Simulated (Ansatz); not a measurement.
**TaCuN2 (R-3m): local probes and further properties, part 1 of 2**

Aim: for TaCuN2 (R-3m) in the cell below, make these runs: field gradients and densities at the nuclei; the cell as listed in the source, atoms relaxed; band edges over the zone; levels beside the band edges.

Program: Ansatz 0.2.0. Level of theory: DFT LDA, scalar-relativistic, plane waves, PAW. These are calculated values, not measurements.

### Step 1. The system as given

The structure is trigonal, space group R-3m (No. 166). Conventional cell: a = 3.101 Å, b = 3.101 Å, c = 17.180 Å, α = 90.00°, β = 90.00°, γ = 120.00°. Ta (site symmetry -3m) has 6 N at 2.08 Å as nearest neighbours. Around Cu (site symmetry -3m) lie 2 N at 1.81 Å. Around N (site symmetry 3m) lie 1 Cu at 1.81 Å and 3 Ta at 2.08 Å.

Structure file:

```xyz
4
Lattice="1.5504 0.8952 5.7265 -1.5504 0.8952 5.7265 0.0000 -1.7903 5.7265" Properties=species:S:1:pos:R:3 pbc="T T T"
Ta    0.0000    0.0000    8.5898
Cu    0.0000    0.0000    0.0000
N     0.0000    0.0000    1.8092
N     0.0000    0.0000   15.3704
```

This cell comes from an earlier session at LDA: 11.922 Å³/atom at 0.00 GPa, on a 12×12×12 mesh.

### Step 2. Field gradients and densities at the nuclei

File input.yaml:

```yaml
crystal:
  lattice:
    - [1.5504467605, 0.8951508545, 5.7265317176]
    - [-1.5504467605, 0.8951508545, 5.7265317176]
    - [0.0, -1.7903017091, 5.7265317176]
  atoms:
    - { symbol: Ta, position: [0.5, 0.5, 0.5] }
    - { symbol: Cu, position: [0.0, 0.0, 0.0] }
    - { symbol: "N", position: [0.1053117348, 0.1053117348, 0.1053117348] }
    - { symbol: "N", position: [0.8946882652, 0.8946882652, 0.8946882652] }
basis:
  ecutwfc: 420
  ecutrho_ratio: 4
kpoints:
  mp_grid: { grid: [12, 12, 12] }
hamiltonian:
  xc: lda
scf:
  occupations: { method: gaussian, width: 0.05 }
output:
  forces: true
  stress: true
  eigenvalues: true
  efg:
    contact_densities: true
    quadrupole_moments_barn: { Cu: -0.22, Ta: 3.17, "N": 0.02044 }
```

Started as:

```bash
$ ansatz run input.yaml --threads 2 --pin off --max-ram 5120MiB --backend cpu --events-out ev --progress --plain --runs-dir out
```

Output, cut to the lines that bear on the results:

```text
Warning: RAYON_NUM_THREADS=2 ignored (pool sized by the plan → 2); use --threads N
[...]
Ta: output.efg is read without spin–orbit coupling, which moves field gradients at and beside such atoms by some per cent and up to a factor of two; PAW files take it under magnetization.noncollinear and magnetization.spin_orbit
[...]
Pseudopotentials: kind: paw
Pseudopotential: Ta, paw, valence charge 13, recommended cutoff 420 eV (normal), Ta.paw.azcp
Pseudopotential: Cu, paw, valence charge 19, recommended cutoff 420 eV (normal), Cu.paw.azcp
Pseudopotential: N, paw, valence charge 5, recommended cutoff 420 eV (normal), N.paw.azcp
Functional definition: SPW92
[...]
Crystal: 4 atoms, lattice volume = 47.687 Å³
Basis set: ecut = 420 eV, 937 PW (Γ), FFT grids on a1−a3, a2−a3, a3
Bands: 26, of which v1, the nominal top of the filled ones, is band 21 counted from 1 (20 counted from 0)
Symmetry: 12 space group operations
Space group: R-3m (ITA 166), of the structure as read, at distance tolerance 3.6e-5 Å
k-points: 189 of 1728
[...]
SCF iter   1: F=—  HF=-16988.579120 eV  |F-HF|=—  |Δ(HF+E_count)|=         —  Δρ=1.61e-2  dr2=1.02e-1  ethr=1.77e-3  ⟨swp⟩=6.0  Hψ=20291  notcnv=0
[...]
SCF iter   6: F=-16988.557133 eV  HF=-16988.557133 eV  |F-HF|=3.36e-8  |Δ(HF+E_count)|=   1.53e-8  Δρ=1.25e-5  dr2=6.06e-8  ethr=2.38e-10  ⟨swp⟩=8.9  Hψ=22902  notcnv=0
[...]
SCF converged after 6 iterations
Free energy (F): -16988.557133 eV
[...]
E sigma→0 (E₀):  -16988.557133 eV
Fermi energy:    13.491030 eV
[...]
--- Forces (eV/Å), atoms counted from 1 ---
  atom   1  Ta    -0.00000000     0.00000000    -0.00000000
  atom   2  Cu     0.00000000     0.00000000     0.00000000
  atom   3  N      0.00000000     0.00000000    -0.00068340
  atom   4  N      0.00000000    -0.00000000     0.00068340
[...]
--- Stress (GPa, compression-positive) ---
        0.002068       0.000000       0.000000
        0.000000       0.002068       0.000000
        0.000000       0.000000       0.000277
  P = ⅓ Tr σ = 0.0015 GPa (0.015 kbar)
--- PAW observables at the nuclei: V_zz in 10²¹ V/m², potentials from the cell's mean, atoms counted from 1 ---
  atom   1  Ta V_zz =   +12.041853   η = 0.0000   by run symmetry: allowed   C_q = +923.0112 MHz
            electrostatic potential = -14491.613756 V   contact ρ = 8123718.896109 e/Å³
  atom   2  Cu V_zz =    -8.714424   η = 0.0000   by run symmetry: allowed   C_q = +46.3570 MHz
            electrostatic potential = -3761.290629 V   contact ρ = 146781.090503 e/Å³
  atom   3  N  V_zz =    +1.189287   η = 0.0000   by run symmetry: allowed   C_q = +0.5878 MHz
            electrostatic potential = -521.601656 V   contact ρ = 1390.983953 e/Å³
  atom   4  N  V_zz =    +1.189287   η = 0.0000   by run symmetry: allowed   C_q = +0.5878 MHz
            electrostatic potential = -521.601656 V   contact ρ = 1390.983953 e/Å³
--- Band table (eV; the first three rows and the last of 189) ---
  k-point 0: bands = ["-97.9467", "-56.0346", "-55.6420", "-55.6420", "-55.3569", "-21.9821", "-21.6440", "-21.6440", "-3.0656", "-0.1174", "5.2654", "7.6686", "7.6686", "9.5321", "10.7038", "11.1856", "11.1856", "11.3625", "11.3625", "12.2245", "12.2245", "14.5413", "14.5413", "14.8358", [...]
[...]
```

Run time: 7.2 s. Hardware: 2 threads of Intel Xeon Platinum 8259CL at 2.50GHz (Skylake/Cascade Lake), shared host; peak memory 0.6 GiB.

In short: volume 11.922 Å³/atom, pressure 0.00 GPa, mesh gap 0.32 eV.

```csv
site,Vzz (10²¹ V/m²),η,isotope,CQ (MHz)
Ta1,12.042,0.00,181Ta,923.01
Cu2,-8.714,0.00,63Cu,46.36
N3,1.189,0.00,14N,0.59
N4,1.189,0.00,14N,0.59
```

### Step 3. The cell as listed in the source

Changes to input.yaml since step 2:

```diff
@@ -2,5 +2,5 @@
   lattice:
-    - [1.5504467605, 0.8951508545, 5.7265317176]
-    - [-1.5504467605, 0.8951508545, 5.7265317176]
-    - [0.0, -1.7903017091, 5.7265317176]
+    - [1.568, 0.9052852221, 5.8126666667]
+    - [-1.568, 0.9052852221, 5.8126666667]
+    - [0.0, -1.8105704442, 5.8126666667]
   atoms:
@@ -23,2 +23,3 @@
   eigenvalues: true
+  populations: true
   efg:
@@ -26 +27,4 @@
     quadrupole_moments_barn: { Cu: -0.22, Ta: 3.17, "N": 0.02044 }
+relax:
+  f_tol: 0.01
+  max_steps: 40
```

Started as:

```bash
$ ansatz run input.yaml --threads 2 --pin off --max-ram 5120MiB --backend cpu --events-out ev --progress --plain --runs-dir out
```

Output:

```text
Warning: output.stress: scf.convergence.dr2_threshold = 1e-7 eV (the SCF's general default) is looser than the 4e-10 eV advised for a printed stress (1e-10 eV for each atom of the cell: 4). What an SCF threshold leaves in a stress goes as its square root, and in the free energy as the threshold itself, and one threshold admits the most on a small cell: of the crystals measured, under no hybrid functional and no lock of the moments, on runs that ended without the residual-converged pass, on stresses that held no estimate of that error, the worst erred by over 100 MPa in a component at 1e-7 eV an atom and by under 5 at 1e-10. Every solve of this run answers to scf.convergence.dr2_threshold, and the tensor of one is reported: a single SCF on the reported geometry and on this run's grids (its basis.xc_grid and basis.ecutrho_ratio typed), with scf.convergence.dr2_threshold at 4e-10 eV or tighter, prints it and tightens no other solve. Else set scf.convergence.dr2_threshold to 4e-10 eV or tighter. The threshold is an SCF's pass mark: one that does not reach it within its budget of iterations ends unconverged, or closes short of it on a stop that the run arms, and scf.convergence.dr2_threshold's page says what that costs each kind of run
Warning: RAYON_NUM_THREADS=2 ignored (pool sized by the plan → 2); use --threads N
basis.fft_grid_basis auto: the FFT boxes are laid along the combinations [[1, 0, -1], [0, 1, -1], [0, 0, 1]] of the cell's own vectors, 3.136, 3.136 and 6.088 Å long. The dense box has 24×24×45 points. Along the cell's own vectors, as sized, it would have 45×45×45, 3.52 times as many. Of the 12 symmetry operations that the crystal satisfies within crystal.symmetry.tolerance (time reversal apart; of a slab, those that keep its plane) the dense box along the cell's own vectors carries 12, and the one as laid loses 8 of those. basis.fft_grid_basis: typed keeps the cell's own vectors: state it where this run's energies or levels are differenced outside the engine with another run's, or held beside a run that keeps those vectors.
Ta: output.efg is read without spin–orbit coupling, which moves field gradients at and beside such atoms by some per cent and up to a factor of two; PAW files take it under magnetization.noncollinear and magnetization.spin_orbit
Engine: ansatz 0.2.0, x86_64-unknown-linux-gnu
[... 5 set-up lines as earlier in the session ...]
  exchange = slater_x
  correlation = pw_c
Crystal: 4 atoms, lattice volume = 49.506 Å³
Basis set: ecut = 420 eV, 973 PW (Γ), FFT grids on a1−a3, a2−a3, a3
Bands: 26, of which v1, the nominal top of the filled ones, is band 21 counted from 1 (20 counted from 0)
[... 1 set-up line as earlier in the session ...]
Space group: R-3m (ITA 166), of the structure as read, at distance tolerance 3.7e-5 Å
k-points: 189 of 1728
Non-local potential: Ta, projectors of the file, l = 0: 3, l = 1: 2, l = 2: 2, l = 3: 1
Non-local potential: Cu, projectors of the file, l = 0: 3, l = 1: 2, l = 2: 3, l = 3: 1
Non-local potential: N, projectors of the file, l = 0: 2, l = 1: 2, l = 2: 1
PAW form: soft (Blöchl's): semilocal exchange-correlation on the pseudo side does not see the compensation charge
PAW frozen core: Ta, regenerated for the run's functional, and the local potential with it (the file was generated under x = pbe(κ = 0.804, μ = 0.2195149727645171), c = pbe(β = 0.06672455060314922))
PAW frozen core: Cu, regenerated for the run's functional, and the local potential with it (the file was generated under x = pbe(κ = 0.804, μ = 0.2195149727645171), c = pbe(β = 0.06672455060314922))
PAW frozen core: N, regenerated for the run's functional, and the local potential with it (the file was generated under x = pbe(κ = 0.804, μ = 0.2195149727645171), c = pbe(β = 0.06672455060314922))
PAW one-centre angular grid: Ta, 590 points (default); XC on 64 Gauss nodes
PAW one-centre angular grid: Cu, 590 points (default); XC on 64 Gauss nodes
PAW one-centre angular grid: N, 110 points (default); XC on 64 Gauss nodes
Initial density: superposition of atomic densities (neutral atoms: chi_scale 0, normalization atom), corrected by the library's trained network
Initial wavefunctions: pseudopotential atomic-orbital guess
Functional: x = slater, c = lda
SCF iter   1: F=—  HF=-16988.527314 eV  |F-HF|=—  |Δ(HF+E_count)|=         —  Δρ=1.64e-2  dr2=1.12e-1  ethr=1.77e-3  ⟨swp⟩=6.0  Hψ=20220  notcnv=0
preconditioner: auto → none  [insulator: Δε(μ)=0.185 eV  Ē_g=8.369 eV  σ=0.050 eV  W_gap=0.99  n_scr=16 (ndim 8)  ℏωp=26.9 eV  f_vac=0.002  D(μ)=0.00/eV (n_scr^D=0)  ε∞_Penn≈11.3]
SCF iter   2: F=—  HF=-16988.508534 eV  |F-HF|=—  |Δ(HF+E_count)|=   1.88e-2  Δρ=4.68e-3  dr2=1.28e-2  ethr=2.66e-4  ⟨swp⟩=2.1  Hψ=8634  notcnv=0  defer=183
SCF iter   3: F=—  HF=-16988.505596 eV  |F-HF|=—  |Δ(HF+E_count)|=   2.94e-3  Δρ=3.29e-3  dr2=3.16e-3  ethr=3.06e-5  ⟨swp⟩=2.0  Hψ=7456  notcnv=0  defer=183
SCF iter   4: F=—  HF=-16988.504960 eV  |F-HF|=—  |Δ(HF+E_count)|=   6.36e-4  Δρ=6.09e-4  dr2=7.79e-5  ethr=7.51e-6  ⟨swp⟩=2.0  Hψ=6425  notcnv=0  defer=183
SCF iter   5: F=—  HF=-16988.504957 eV  |F-HF|=—  |Δ(HF+E_count)|=   2.97e-6  Δρ=5.36e-5  dr2=6.89e-7  ethr=1.86e-7  ⟨swp⟩=2.4  Hψ=7164  notcnv=0  defer=183
SCF iter   6: F=-16988.504957 eV  HF=-16988.504957 eV  |F-HF|=2.32e-8  |Δ(HF+E_count)|=   2.03e-9  Δρ=1.02e-5  dr2=4.49e-8  ethr=1.64e-9  ⟨swp⟩=6.3  Hψ=19784  notcnv=0
SCF 1 converged in 6 iterations: F = -16988.504957 eV  dr2 = 4.49e-8
relax step   1: F+E_penalty+E_count = -16988.50495730 eV  Δ(F+E_penalty+E_count) = +0.000e0 eV  max|allowed force component| = 2.148e-1 eV/Å  Δτ_max = 0.0000 Å  (6 SCF iters, dr2 threshold 2.50e-6 eV, accepted)
Initial density: handed on by an earlier stage of this run
Initial wavefunctions: those handed on with the density
iter 1 solved again at ethr=4.26e-7 eV; its pass at ethr=3.10e-3 eV (dr2=1.79e-4 eV) is discarded
SCF iter   1: F=—  HF=-16988.506245 eV  |F-HF|=—  |Δ(HF+E_count)|=         —  Δρ=7.65e-4  dr2=1.85e-4  ethr=4.26e-7  ⟨swp⟩=1.4  Hψ=14451  notcnv=0  defer=185
preconditioner: auto → none  [insulator: Δε(μ)=0.364 eV  Ē_g=8.462 eV  σ=0.050 eV  W_gap=1.00  n_scr=16 (ndim 8)  ℏωp=26.9 eV  f_vac=0.001  D(μ)=0.00/eV (n_scr^D=0)  ε∞_Penn≈11.1]
SCF iter   2: F=—  HF=-16988.506211 eV  |F-HF|=—  |Δ(HF+E_count)|=   3.41e-5  Δρ=1.72e-4  dr2=1.49e-5  ethr=4.26e-7  ⟨swp⟩=2.0  Hψ=6533  notcnv=0  defer=185
SCF iter   3: F=—  HF=-16988.506206 eV  |F-HF|=—  |Δ(HF+E_count)|=   5.48e-6  Δρ=1.48e-4  dr2=6.06e-6  ethr=3.55e-8  ⟨swp⟩=2.0  Hψ=8695  notcnv=0  defer=185
iter 4 did not close the SCF: its close was put off for the readings that it lacked (scf_convergence_deferred on its scf_iter line)
SCF iter   4: F=-16988.506205 eV  HF=-16988.506205 eV  |F-HF|=8.33e-9  |Δ(HF+E_count)|=   1.10e-6  Δρ=1.81e-5  dr2=4.53e-8  ethr=1.44e-8  ⟨swp⟩=2.0  Hψ=6206  notcnv=0  defer=185
iter 5 did not close the SCF: its close was put off for the readings that it lacked (scf_convergence_deferred on its scf_iter line)
SCF iter   5: F=-16988.506205 eV  HF=-16988.506205 eV  |F-HF|=6.04e-10  |Δ(HF+E_count)|=   2.06e-9  Δρ=2.26e-6  dr2=1.54e-9  ethr=1.08e-10  ⟨swp⟩=2.0  Hψ=6992  notcnv=0  defer=185
SCF iter   6: F=-16988.506205 eV  HF=-16988.506205 eV  |F-HF|=0.00e0  |Δ(HF+E_count)|=  1.13e-10  Δρ=6.96e-7  dr2=7.86e-11  ethr=3.66e-12  ⟨swp⟩=4.9  Hψ=14772  notcnv=0
SCF 2 converged in 6 iterations: F = -16988.506205 eV  dr2 = 7.86e-11
relax step   2: F+E_penalty+E_count = -16988.50620465 eV  Δ(F+E_penalty+E_count) = -1.247e-3 eV  max|allowed force component| = 9.244e-2 eV/Å  Δτ_max = 0.0041 Å  (6 SCF iters, dr2 threshold 2.88e-6 eV, accepted)
SCF iter   1: F=—  HF=-16988.506512 eV  |F-HF|=—  |Δ(HF+E_count)|=         —  Δρ=5.75e-4  dr2=1.04e-4  ethr=2.53e-6  ⟨swp⟩=2.0  Hψ=10841  notcnv=0  defer=184
preconditioner: auto → none  [insulator: Δε(μ)=0.382 eV  Ē_g=8.462 eV  σ=0.050 eV  W_gap=1.00  n_scr=16 (ndim 8)  ℏωp=26.9 eV  f_vac=0.001  D(μ)=0.00/eV (n_scr^D=0)  ε∞_Penn≈11.1]
SCF iter   2: F=—  HF=-16988.506493 eV  |F-HF|=—  |Δ(HF+E_count)|=   1.89e-5  Δρ=1.32e-4  dr2=8.40e-6  ethr=2.47e-7  ⟨swp⟩=2.1  Hψ=7828  notcnv=0  defer=185
SCF iter   3: F=—  HF=-16988.506490 eV  |F-HF|=—  |Δ(HF+E_count)|=   3.16e-6  Δρ=1.11e-4  dr2=3.43e-6  ethr=2.00e-8  ⟨swp⟩=2.0  Hψ=8696  notcnv=0  defer=185
iter 4 did not close the SCF: its close was put off for the readings that it lacked (scf_convergence_deferred on its scf_iter line)
SCF iter   4: F=-16988.506489 eV  HF=-16988.506489 eV  |F-HF|=5.08e-9  |Δ(HF+E_count)|=   6.16e-7  Δρ=1.37e-5  dr2=2.64e-8  ethr=8.18e-9  ⟨swp⟩=2.0  Hψ=6159  notcnv=0  defer=185
iter 5 did not close the SCF: its close was put off for the readings that it lacked (scf_convergence_deferred on its scf_iter line)
SCF iter   5: F=-16988.506489 eV  HF=-16988.506489 eV  |F-HF|=2.29e-10  |Δ(HF+E_count)|=   1.26e-9  Δρ=1.76e-6  dr2=7.86e-10  ethr=6.30e-11  ⟨swp⟩=2.0  Hψ=6999  notcnv=0  defer=185
SCF iter   6: F=-16988.506489 eV  HF=-16988.506489 eV  |F-HF|=7.28e-12  |Δ(HF+E_count)|=  9.09e-11  Δρ=5.10e-7  dr2=4.20e-11  ethr=1.87e-12  ⟨swp⟩=5.1  Hψ=15180  notcnv=0
SCF 3 converged in 6 iterations: F = -16988.506489 eV  dr2 = 4.20e-11
relax step   3: F+E_penalty+E_count = -16988.50648909 eV  Δ(F+E_penalty+E_count) = -2.844e-4 eV  max|allowed force component| = 5.605e-5 eV/Å  Δτ_max = 0.0031 Å  (6 SCF iters, dr2 threshold 5.34e-7 eV, accepted)
iter 1 solved again at ethr=1.00e-12 eV; its pass at ethr=3.10e-3 eV (dr2=4.16e-11 eV) is discarded
SCF iter   1: F=—  HF=-16988.506489 eV  |F-HF|=—  |Δ(HF+E_count)|=         —  Δρ=5.13e-7  dr2=4.27e-11  ethr=1.00e-12  ⟨swp⟩=1.8  Hψ=14541  notcnv=0
preconditioner: auto → none  [insulator: Δε(μ)=0.378 eV  Ē_g=8.459 eV  σ=0.050 eV  W_gap=1.00  n_scr=16 (ndim 8)  ℏωp=26.9 eV  f_vac=0.001  D(μ)=0.00/eV (n_scr^D=0)  ε∞_Penn≈11.1]
iter 2 did not close the SCF: its close was put off for the readings that it lacked (scf_convergence_deferred on its scf_iter line)
SCF iter   2: F=-16988.506489 eV  HF=-16988.506489 eV  |F-HF|=7.28e-12  |Δ(HF+E_count)|=  1.09e-11  Δρ=1.94e-7  dr2=3.94e-12  ethr=1.00e-12  ⟨swp⟩=1.0  Hψ=4727  notcnv=0
iter 3 did not close the SCF: its close was put off for the readings that it lacked (scf_convergence_deferred on its scf_iter line)
SCF iter   3: F=-16988.506489 eV  HF=-16988.506489 eV  |F-HF|=1.09e-11  |Δ(HF+E_count)|=  3.64e-12  Δρ=1.76e-7  dr2=8.66e-12  ethr=1.00e-12  ⟨swp⟩=1.0  Hψ=4727  notcnv=0
iter 4 did not close the SCF: its close was put off for the readings that it lacked (scf_convergence_deferred on its scf_iter line)
SCF iter   4: F=-16988.506489 eV  HF=-16988.506489 eV  |F-HF|=3.64e-12  |Δ(HF+E_count)|=  3.64e-12  Δρ=5.24e-9  dr2=8.74e-15  ethr=1.00e-12  ⟨swp⟩=1.0  Hψ=4727  notcnv=0
iter 5 did not close the SCF: its close was put off for the readings that it lacked (scf_convergence_deferred on its scf_iter line)
SCF iter   5: F=-16988.506489 eV  HF=-16988.506489 eV  |F-HF|=3.64e-12  |Δ(HF+E_count)|=    0.00e0  Δρ=4.11e-9  dr2=7.62e-15  ethr=1.00e-12  ⟨swp⟩=1.0  Hψ=4727  notcnv=0
SCF iter   6: F=-16988.506489 eV  HF=-16988.506489 eV  |F-HF|=7.28e-12  |Δ(HF+E_count)|=  7.28e-12  Δρ=7.57e-10  dr2=2.62e-16  ethr=1.00e-12  ⟨swp⟩=1.0  Hψ=10397  notcnv=0
SCF 4 converged in 6 iterations: F = -16988.506489 eV  dr2 = 2.62e-16
relax step   4: F+E_penalty+E_count = -16988.50648909 eV  Δ(F+E_penalty+E_count) = -3.638e-12 eV  max|allowed force component| = 5.832e-5 eV/Å  Δτ_max = 0.0000 Å  (6 SCF iters, accepted)
SCF converged after 6 iterations
Free energy (F): -16988.506489 eV
Harris-Foulkes:  -16988.506489 eV  (|F-HF|=7.28e-12)
Internal energy: -16988.506489 eV  (E = F + TS)
E sigma→0 (E₀):  -16988.506489 eV
Fermi energy:    12.825743 eV
--- Per-component energies (eV) ---
  E_band       = -582.584431
  E_kinetic    = 924.146309
  E_local      = -6084.819077  (includes V_loc(G=0)·N_el)
  E_nonlocal   = 510.252956
  E_hartree    = 2574.790953
  E_xc         = -422.719203
  E_vxc        = -468.788754  (∫ρ·V_xc dr)
  E_paw        = -9979.738517  (= ΣΔE_a)
  E_vpaw       = -612.958312  (= ΣTr[D̂ρ^β])
  E_aug_tail   = 0.000539  (compensation charges beyond the density's cutoff)
  E_ewald      = -4511.289101
  E_core_change = 0.868651  (= ΣΔE_core)
  E_smearing   = -0.000000  (= −TS)
  E_closure    = 0.000000  (closes the sum)
  Σ components = -16988.506489   (vs F -16988.506489, Δ=0.00e0)
--- Forces (eV/Å), atoms counted from 1 ---
  atom   1  Ta     0.00000000     0.00000000     0.00000000
  atom   2  Cu    -0.00000000     0.00000000     0.00000000
  atom   3  N      0.00000000     0.00000000     0.00005832
  atom   4  N      0.00000000    -0.00000000    -0.00005832
  max |Σ_I F_I| component: 1.85e-17 eV/Å
--- Stress (GPa, compression-positive) ---
       -7.239347       0.000000       0.000000
        0.000000      -7.239347      -0.000000
        0.000000      -0.000000     -10.688188
  P = ⅓ Tr σ = -8.3890 GPa (-83.890 kbar)
--- PAW observables at the nuclei: V_zz in 10²¹ V/m², potentials from the cell's mean, atoms counted from 1 ---
  atom   1  Ta V_zz =   +11.635338   η = 0.0000   by run symmetry: allowed   C_q = +891.8517 MHz
            electrostatic potential = -14490.614033 V   contact ρ = 8123714.327267 e/Å³
  atom   2  Cu V_zz =    -7.474876   η = 0.0000   by run symmetry: allowed   C_q = +39.7632 MHz
            electrostatic potential = -3760.603747 V   contact ρ = 146778.923537 e/Å³
  atom   3  N  V_zz =    +1.278271   η = 0.0000   by run symmetry: allowed   C_q = +0.6318 MHz
            electrostatic potential = -520.779855 V   contact ρ = 1391.084148 e/Å³
  atom   4  N  V_zz =    +1.278271   η = 0.0000   by run symmetry: allowed   C_q = +0.6318 MHz
            electrostatic potential = -520.779855 V   contact ρ = 1391.084148 e/Å³
--- Band table (eV; the first three rows and the last of 189) ---
  k-point 0: bands = ["-98.4980", "-56.5619", "-56.2049", "-56.2049", "-56.1303", "-22.7111", "-22.4083", "-22.4083", "-3.4827", "-0.6780", "4.8904", "7.2004", "7.2004", "9.0689", "10.1305", "10.6260", "10.6260", "10.7959", "10.7959", "11.6188", "11.6188", "13.8222", "13.8222", "14.0602", "16.9371", "20.0572"]
  k-point 1: bands = ["-98.4980", "-56.5619", "-56.2053", "-56.2050", "-56.1280", "-22.7034", "-22.4525", "-22.4177", "-3.3473", "-0.7528", "5.0212", "7.0783", "7.2947", "9.0793", "10.2463", "10.5898", "10.6443", "10.7702", "10.8733", "11.1714", "11.3762", "13.9639", "14.1418", "14.1720", "17.0750", "19.4701"]
  k-point 2: bands = ["-98.4979", "-56.5618", "-56.2064", "-56.2053", "-56.1217", "-22.6825", "-22.5713", "-22.4433", "-2.9728", "-0.9499", "5.3922", "6.8749", "7.5427", "8.9560", "10.0370", "10.4309", "10.4600", "10.7279", "10.7599", "11.1686", "11.2397", "14.0328", "14.4240", "14.8529", "17.3202", "18.9905"]
  k-point 188: bands = ["-98.4979", "-56.5620", "-56.2049", "-56.2049", "-56.1303", "-22.7115", "-22.4083", "-22.4083", "-3.2850", "-1.1405", "6.2554", "7.3441", "7.3441", "8.0601", "9.1447", "9.8965", "9.8965", "10.6369", "10.6369", "12.6381", "12.6381", "13.7572", "13.7572", "15.4738", "17.2558", "19.3892"]
--- Relaxed structure (4 steps of the walk, 4 accepted, 0 SCFs on fresh bases) ---
  F+E_penalty+E_count = -16988.50648909 eV   max|allowed force component| = 5.832e-5 eV/Å
  atoms:
    - { symbol: Ta, position: [0.5, 0.5, 0.5] }
    - { symbol: Cu, position: [1.2434937177191063e-20, 1.2434937177191037e-20, 1.2434937177191024e-20] }
    - { symbol: N, position: [0.10572099480608789, 0.10572099480608789, 0.10572099480608789] }
    - { symbol: N, position: [0.8942790051939121, 0.8942790051939121, 0.8942790051939121] }
--- Löwdin populations: 4 sites ---
  site symbol       q [e]
     0     Ta     11.7360
     1     Cu     18.3975
     2      N      5.8507
     3      N      5.8507
  spilling = 0.003932 (of n_electrons = 42.000000)
```

Wall time 25 s (2 threads of Intel Xeon Platinum 8259CL at 2.50GHz (Skylake/Cascade Lake), shared host); peak memory 0.63 GiB.

How the relaxation went:

```csv
step,energy from step 1 (meV/atom),largest force component (eV/Å)
1,0.0,0.215
2,-0.3,0.092
3,-0.4,0.000
4,-0.4,0.000
```

Step 1 is the start. The run keeps the 12 symmetry operations that it found, so it can't reach a distortion that breaks them.

Result: volume 12.377 Å³/atom, pressure -8.39 GPa, mesh gap 0.38 eV.

```csv
site,Vzz (10²¹ V/m²),η,isotope,CQ (MHz)
Ta1,11.635,0.00,181Ta,891.85
Cu2,-7.475,0.00,63Cu,39.76
N3,1.278,0.00,14N,0.63
N4,1.278,0.00,14N,0.63
```

(Continued in part 2 of 2.)
